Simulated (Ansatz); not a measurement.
# Ge₃H₆: geometry optimisation

Aim: relax Ge₃H₆ at this level.

Method: RKS B3LYP-D4/def2-SVP; program: Ansatz 0.2.0.

### Step 1. Starting geometry

9 atoms, charge 0, spin multiplicity 1.

Atoms are counted from 1 here; the program's logs count them from 0.

Bond lengths: Ge1–Ge2 2.456 Å, Ge1–Ge3 2.457 Å, Ge1–H4 1.549 Å, Ge1–H5 1.549 Å, Ge2–Ge3 2.456 Å, Ge2–H6 1.549 Å, Ge2–H7 1.549 Å, Ge3–H8 1.549 Å, Ge3–H9 1.549 Å. Angles: Ge2–Ge1–Ge3 60.0°, Ge2–Ge1–H4 118.2°, Ge2–Ge1–H5 118.2°, Ge3–Ge1–H4 118.9°, Ge3–Ge1–H5 119.0°, H4–Ge1–H5 112.9°, Ge1–Ge2–Ge3 60.0°, Ge1–Ge2–H6 119.0°, Ge1–Ge2–H7 118.9°, Ge3–Ge2–H6 118.4°, Ge3–Ge2–H7 117.9°, H6–Ge2–H7 112.9°, Ge1–Ge3–Ge2 60.0°, Ge1–Ge3–H8 118.1°, Ge1–Ge3–H9 118.2°, Ge2–Ge3–H8 118.9°, Ge2–Ge3–H9 119.0°, H8–Ge3–H9 112.9°.

Geometry (Å):

```xyz
9
charge 0, multiplicity 1
Ge   -0.99764    0.31309   -0.95815
Ge    1.29311    0.57197   -0.10993
Ge   -0.29507   -0.88583    1.06756
H    -1.20697   -0.48722   -2.26764
H    -1.96829    1.51249   -0.82251
H     2.46128   -0.08512   -0.88637
H     1.69341    1.90609    0.56763
H    -0.10880   -2.42103    0.98005
H    -0.87103   -0.42442    2.42938
```

### Step 2. Relaxation

Input file input.yaml:

```yaml
crystal:
  periodic: [false, false, false]
  atoms:
    - { symbol: Ge, position_ang: [-0.997635, 0.31309, -0.958146] }
    - { symbol: Ge, position_ang: [1.293111, 0.571972, -0.10993] }
    - { symbol: Ge, position_ang: [-0.295065, -0.885827, 1.067557] }
    - { symbol: H, position_ang: [-1.206975, -0.487224, -2.267638] }
    - { symbol: H, position_ang: [-1.968287, 1.512485, -0.822508] }
    - { symbol: H, position_ang: [2.461279, -0.085124, -0.886373] }
    - { symbol: H, position_ang: [1.693412, 1.90609, 0.567627] }
    - { symbol: H, position_ang: [-0.108805, -2.42103, 0.980051] }
    - { symbol: H, position_ang: [-0.871026, -0.424423, 2.42938] }
basis:
  gaussian: { orbitals: def2-SVP }
hamiltonian:
  xc: { name: B3LYP }
  dispersion: d4
output:
  forces: true
relax:
  f_tol: 0.003
  max_steps: 120
```

Command:

```bash
$ ansatz run input.yaml --threads 1 --pin off --max-ram 2560MiB --backend cpu --events-out ev --progress --plain --runs-dir out
```

**Question.** What will these runs give? Wanted: energy gained; root mean square move; dipole moment.

As calculated:

| quantity | value |
| --- | --- |
| energy gained | 0.0050 eV |
| root mean square move | 0.012 Å |
| dipole moment | 0.00 D |

Bond lengths: Ge1–Ge2 2.458 Å, Ge1–Ge3 2.458 Å, Ge1–H4 1.540 Å, Ge1–H5 1.540 Å, Ge2–Ge3 2.458 Å, Ge2–H6 1.540 Å, Ge2–H7 1.540 Å, Ge3–H8 1.540 Å, Ge3–H9 1.540 Å. Angles: Ge2–Ge1–Ge3 60.0°, Ge2–Ge1–H4 118.8°, Ge2–Ge1–H5 118.8°, Ge3–Ge1–H4 118.8°, Ge3–Ge1–H5 118.9°, H4–Ge1–H5 112.3°, Ge1–Ge2–Ge3 60.0°, Ge1–Ge2–H6 118.9°, Ge1–Ge2–H7 118.8°, Ge3–Ge2–H6 118.9°, Ge3–Ge2–H7 118.8°, H6–Ge2–H7 112.3°, Ge1–Ge3–Ge2 60.0°, Ge1–Ge3–H8 118.8°, Ge1–Ge3–H9 118.8°, Ge2–Ge3–H8 118.9°, Ge2–Ge3–H9 118.9°, H8–Ge3–H9 112.3°. No frequencies were computed here.
